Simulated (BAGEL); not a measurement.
**BH2SeO2 (SMILES OB(O)[Se]) at ROHF/def2-SVP (density fitting with qzvpp-jkfit)**

Aim: the energy change on altering one bond length of BH2SeO2 at ROHF/def2-SVP (density fitting with qzvpp-jkfit), from 2 runs. 

The results are computed with BAGEL 1.2.2.

2 further runs of the same task are left out: 1 that didn't finish, 1 set aside as unsound or not needed. Runs told in other sessions of the task aren't counted.

### Step 1. The system as given

BH2SeO2: 6 atoms, total charge 0, spin state doublet. As SMILES, `OB(O)[Se]`. The coordinates come from a PBE0-D4/def2-TZVP relaxation. This is one conformer, not always the lowest.

Bond lengths: O1–B2 1.363 Å, B2–O3 1.354 Å, B2–Se4 1.966 Å, O1–H5 0.959 Å, O3–H6 0.963 Å. Angles: O1–B2–O3 120.0°, O1–B2–Se4 122.4°, O3–B2–Se4 117.6°, B2–O1–H5 115.3°, B2–O3–H6 112.3°.

### Step 2. The energy at ROHF/def2-SVP (density fitting with qzvpp-jkfit)

Contents of input.json:

```json
{ "bagel" : [

{
  "title" : "molecule",
  "basis" : "svp",
  "df_basis" : "qzvpp-jkfit",
  "angstrom" : "true",
  "geometry" : [
    { "atom" : "O", "xyz" : [    0.461900,    0.903600,   -0.530600 ] },
    { "atom" : "B", "xyz" : [   -0.168400,   -0.172100,    0.019900 ] },
    { "atom" : "O", "xyz" : [    0.414800,   -0.851900,    1.034900 ] },
    { "atom" : "Se", "xyz" : [   -1.924400,   -0.797100,   -0.604500 ] },
    { "atom" : "H", "xyz" : [   -0.011000,    1.334800,   -1.244400 ] },
    { "atom" : "H", "xyz" : [    1.269300,   -0.481400,    1.278400 ] }
  ]
},
{ "title" : "rohf", "nopen" : 1 },
{ "title" : "print", "file" : "orbitals.molden", "orbitals" : "true" }

]}
```

Command:

```sh
$ BAGEL_NUM_THREADS=1 BAGEL input.json > input.out
```

The log of the run:

```text
* using 1 threads per process

  ===============================================================
  ===============================================================

  *** Geometry ***

  { "atom" : "O", "xyz" : [      0.872864,      1.707557,     -1.002689 ] },
  { "atom" : "B", "xyz" : [     -0.318230,     -0.325222,      0.037606 ] },
  { "atom" : "O", "xyz" : [      0.783858,     -1.609858,      1.955678 ] },
  { "atom" : "Se", "xyz" : [     -3.636589,     -1.506301,     -1.142339 ] },
  { "atom" : "H", "xyz" : [     -0.020787,      2.522406,     -2.351575 ] },
  { "atom" : "H", "xyz" : [      2.398629,     -0.909714,      2.415826 ] },

  Number of auxiliary basis functions:      531

  Since a DF basis is specified, we compute 2- and 3-index integrals:
    o Being stored without compression. Storage requirement is 0.030 GB

  Number of basis functions:       84
  Number of electrons      :       57

    * METHOD: MOLECULE                             0.30

  *** Open-shell HF ***

  === Nuclear Repulsion ===
   216.5353062564

      * DIIS with orbital gradients will be used.

  === ROHF iteration (svp) ===
      0      -2574.86706869          0.04211927           0.23
      1      -2575.02859042          0.02716831           0.22
      2      -2575.08018309          0.01615351           0.22
      3      -2575.10938371          0.00082449           0.23
      4      -2575.10954860          0.00022063           0.23
      5      -2575.10955837          0.00004414           0.23
      6      -2575.10955917          0.00001589           0.23
      7      -2575.10955930          0.00000815           0.23
      8      -2575.10955933          0.00000213           0.22
      9      -2575.10955934          0.00000073           0.23
     10      -2575.10955934          0.00000037           0.23
     11      -2575.10955934          0.00000018           0.22
     12      -2575.10955934          0.00000009           0.23
     13      -2575.10955935          0.00000005           0.23
     14      -2575.10955935          0.00000003           0.22
     15      -2575.10955935          0.00000002           0.22
     16      -2575.10955935          0.00000001           0.23
    * SCF iteration converged.

    * S^2 (ROHF) is 0.7500

    * Permanent dipole moment:
           (   -0.451970,    -0.621555,     0.258626) a.u.

    * METHOD: ROHF                                 4.12

    * METHOD: PRINT                                0.02

  ===============================================================
```

It took 4.8 s on 1 thread of Arm Neoverse V1, shared host; peak memory 0.13 GiB.

### Step 3. The distorted shape

Contents of input.json:

```json
{ "bagel": [

{
  "title": "molecule",
  "basis": "svp",
  "df_basis": "qzvpp-jkfit",
  "angstrom": true,
  "geometry": [
    { "atom": "O", "xyz": [   -0.237933,    1.719352,   -1.748587 ] },
    { "atom": "B", "xyz": [   -0.868233,    0.643652,   -1.198087 ] },
    { "atom": "O", "xyz": [    0.414800,   -0.851900,    1.034900 ] },
    { "atom": "Se", "xyz": [   -2.624233,    0.018652,   -1.822487 ] },
    { "atom": "H", "xyz": [   -0.710833,    2.150552,   -2.462387 ] },
    { "atom": "H", "xyz": [    1.269300,   -0.481400,    1.278400 ] }
  ]
},
{ "title": "rohf", "nopen": 1 },
{ "title": "print", "file": "orbitals.molden", "orbitals": true }

]}
```

Command:

```sh
$ BAGEL_NUM_THREADS=1 BAGEL input.json > input.out
```

The log of the run:

```text
* using 1 threads per process

  ===============================================================
  ===============================================================

  *** Geometry ***

  { "atom" : "O", "xyz" : [     -0.449628,      3.249104,     -3.304351 ] },
  { "atom" : "B", "xyz" : [     -1.640723,      1.216326,     -2.264056 ] },
  { "atom" : "O", "xyz" : [      0.783858,     -1.609858,      1.955678 ] },
  { "atom" : "Se", "xyz" : [     -4.959082,      0.035247,     -3.444001 ] },
  { "atom" : "H", "xyz" : [     -1.343280,      4.063954,     -4.653237 ] },
  { "atom" : "H", "xyz" : [      2.398629,     -0.909714,      2.415826 ] },

  Number of auxiliary basis functions:      531

  Since a DF basis is specified, we compute 2- and 3-index integrals:
    o Being stored without compression. Storage requirement is 0.030 GB

  Number of basis functions:       84
  Number of electrons      :       57

    * METHOD: MOLECULE                             0.29

  *** Open-shell HF ***

  === Nuclear Repulsion ===
   182.7859523722

      * DIIS with orbital gradients will be used.

  === ROHF iteration (svp) ===
      0      -2574.38710149          0.05087148           0.23
      1      -2571.93409536          0.10915049           0.22
      2      -2566.30291829          0.13391049           0.23
      3      -2574.28264181          0.04776076           0.23
      4      -2574.75098320          0.02577029           0.23
      5      -2574.87240228          0.01138155           0.23
      6      -2574.91083571          0.00300372           0.22
      7      -2574.91404542          0.00095172           0.22
      8      -2574.91431504          0.00036679           0.23
      9      -2574.91437157          0.00016693           0.23
     10      -2574.91438622          0.00010098           0.23
     11      -2574.91439366          0.00003948           0.22
     12      -2574.91439587          0.00001856           0.22
     13      -2574.91439625          0.00000963           0.22
     14      -2574.91439633          0.00000407           0.23
     15      -2574.91439635          0.00000134           0.23
     16      -2574.91439635          0.00000057           0.23
     17      -2574.91439636          0.00000030           0.23
     18      -2574.91439636          0.00000011           0.23
     19      -2574.91439636          0.00000007           0.23
     20      -2574.91439636          0.00000004           0.23
     21      -2574.91439636          0.00000002           0.23
     22      -2574.91439636          0.00000002           0.23
     23      -2574.91439636          0.00000001           0.23
     24      -2574.91439636          0.00000001           0.23
     25      -2574.91439636          0.00000001           0.23
     26      -2574.91439636          0.00000001           0.22
     27      -2574.91439636          0.00000001           0.23
     28      -2574.91439636          0.00000001           0.22
    * SCF iteration converged.

    * S^2 (ROHF) is 0.7500

    * Permanent dipole moment:
           (   -1.699541,    -0.882286,    -0.351897) a.u.

    * METHOD: ROHF                                 6.85

    * METHOD: PRINT                                0.02

  ===============================================================
```

Wall time 7.5 s (1 thread of Arm Neoverse V1, shared host); peak memory 0.13 GiB.

### Step 4. Outcome

Level: ROHF/def2-SVP (density fitting with qzvpp-jkfit).

| quantity | value |
| --- | --- |
| first shape: total energy | -2575.10956 Eh |
| first shape: dipole moment | 2.06 D |
| first shape: ⟨S²⟩ | 0.750 |
| distorted shape: total energy | -2574.91440 Eh |
| distorted shape: dipole moment | 4.95 D |
| distorted shape: ⟨S²⟩ | 0.750 |
| energy change with the B2–O3 bond stretched from 1.354 to 2.978 Å | 5.311 eV |

What this shows: With the B2–O3 bond stretched from 1.354 to 2.978 Å the energy rises by 5.31 eV (512 kJ/mol). The first shape isn't relaxed at this level, so the change isn't measured from a minimum.
